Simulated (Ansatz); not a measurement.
# BrGeH3O (SMILES [OH][GeH2][Br]): single points off equilibrium

One table from this session's results is given with a row withheld; the runs are named, their logs left out.

Program: Ansatz 0.2.0, Gaussian basis. Level of theory: single points in def2-TZVPP. These are calculated values, not measurements.

Cores are frozen in the correlated methods. Filled d shells of the heavier atoms are correlated.

**Where the work starts**

SMILES `[OH][GeH2][Br]`, 6 atoms, charge 0, spin multiplicity 1.

Atoms are counted from 1 here; the program's logs count them from 0.

Bond lengths: O1–Ge2 1.671 Å, O1–H4 0.949 Å, Ge2–Br3 2.201 Å, Ge2–H5 1.514 Å, Ge2–H6 1.568 Å. Angles: Ge2–O1–H4 117.7°, O1–Ge2–Br3 111.5°, O1–Ge2–H5 114.5°, O1–Ge2–H6 102.7°, Br3–Ge2–H5 111.6°, Br3–Ge2–H6 109.8°, H5–Ge2–H6 106.1°.

As a file:

```mol
BrGeH3O
  3D, bonds by distance, orders not assigned

  6  5  0  0  0  0  0  0  0  0999 V2000
   -0.5851   -1.1899    0.0788 O   0  0
    0.2871    0.2359    0.0788 Ge  0  0
   -1.0342    1.9897   -0.0731 Br  0  0
   -1.1366   -1.3706   -0.6724 H   0  0
    1.4032    0.2899   -0.9425 H   0  0
    0.9837    0.2151    1.4829 H   0  0
  1  2  8  0
  1  4  8  0
  2  3  8  0
  2  5  8  0
  2  6  8  0
M  END
```

The first run:

The input, run/in.yaml:

```yaml
crystal:
  periodic: [false, false, false]
  atoms:
    - {symbol: O, position_ang: [-0.585100, -1.189900, 0.078800]}
    - {symbol: Ge, position_ang: [0.287100, 0.235900, 0.078800]}
    - {symbol: Br, position_ang: [-1.034200, 1.989700, -0.073100]}
    - {symbol: H, position_ang: [-1.136600, -1.370600, -0.672400]}
    - {symbol: H, position_ang: [1.403200, 0.289900, -0.942500]}
    - {symbol: H, position_ang: [0.983700, 0.215100, 1.482900]}
basis:
  gaussian: {orbitals: def2-TZVPP}
correlation: {method: ccsd_t}
output: {forces: true}
```

The command line of these runs was not kept.

Among the steps run: CCSD(T)/def2-TZVPP; PBE0-D4/def2-TZVPP; wB97M-V/def2-TZVPP; r2SCAN-D4/def2-TZVPP; PBE-D4/def2-TZVPP; BLYP-D4/def2-TZVPP; CAM-B3LYP-D4/def2-TZVPP.

One table of the session follows, with a row left open; its other results are not shown here.

| method | RMS force component (eV/Å) | angle to CCSD(T) forces (°) | dipole (D) |
| --- | --- | --- | --- |
| CCSD(T) | 1.268 | reference | 1.41 |
| PBE0-D4 | ? | ? | ? |
| wB97M-V | 1.282 | 1.3 | 1.45 |
| r2SCAN-D4 | 1.242 | 2.0 | 1.43 |
| PBE-D4 | 1.363 | 8.9 | 1.39 |
| BLYP-D4 | 1.485 | 8.9 | 1.39 |
| CAM-B3LYP-D4 | 1.253 | 2.6 | 1.45 |

Estimate the missing values for PBE0-D4.

The run gave: RMS force component (eV/Å): 1.227; angle to CCSD(T) forces (°): 2.5; dipole (D): 1.43. In the column «RMS force component (eV/Å)» it is the lowest.
